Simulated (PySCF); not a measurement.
# LiI: from the state search to spectroscopic constants

One table from this session's results is given with a row withheld; the runs are named, their logs left out.

Computed with PySCF 2.14.0. Level: Li def2-SVP, I def2-SVP with ECP28, scalar-relativistic core potentials.

1 further run of the same task is left out (it didn't finish).

The first run:

A driver script around PySCF takes these settings:

| Quantity | Value |
| --- | --- |
| atoms | Li, I |
| charge | 0 |
| basis | Li def2-SVP, I def2-SVP with ECP28 |
| Hamiltonian | scalar-relativistic core potentials |
| basis functions | 35 |
| electrons treated | 28 |
| masses in u | 7.0160, 126.9045 |
| levels | PBE0, PBE, r²SCAN, BP86, B2PLYP, TPSSh, LC-ωPBE, HF, MP2, SCS-MP2, CCSD, CCSD(T) |
| grid | 80 radial by 434 angular points |
| occupations | held fixed by the projection of orbital angular momentum |
| dissociation limit | Li + I, each in its ground configuration |
| starting distance in angstrom | 2.595 |
| values of 2S to try | 0, 2 |

Launch:

```bash
$ OMP_NUM_THREADS=1 python dia.py task.json out
```

Steps of the session up to this table: Input; The PBE0 curve of the state that the search chose; PBE; r²SCAN (meta-GGA); BP86; B2PLYP (double hybrid); TPSSh (hybrid meta-GGA); LC-ωPBE (range-separated hybrid); RHF; MP2 and coupled cluster.

One of the session's tables, all rows but one given; the rest of the session is left out.

It belongs to the step «Constants by level of theory». 

```
      level    Re (Å)  ωe (cm⁻¹)  De (eV)
        RHF     2.419        490     2.83
    RHF-MP2     2.412        492     3.50
RHF-SCS-MP2     2.414        490     3.43
   RHF-CCSD         ?          ?        ?
RHF-CCSD(T)     2.412        490     3.42
        PBE     2.388        494     3.69
       BP86     2.399        485     3.73
     r²SCAN     2.400        491     3.81
      TPSSh     2.393        494     3.78
       PBE0     2.384        500     3.70
    LC-ωPBE     2.378        506     3.64
     B2PLYP     2.390        500     3.65
   measured  2.391924     498.16      n/a
```

**Question.** Estimate the row for RHF-CCSD.

The run gave: Re (Å): 2.412; ωe (cm⁻¹): 491; De (eV): 3.40.

De is counted to Li + I in their ground configurations.
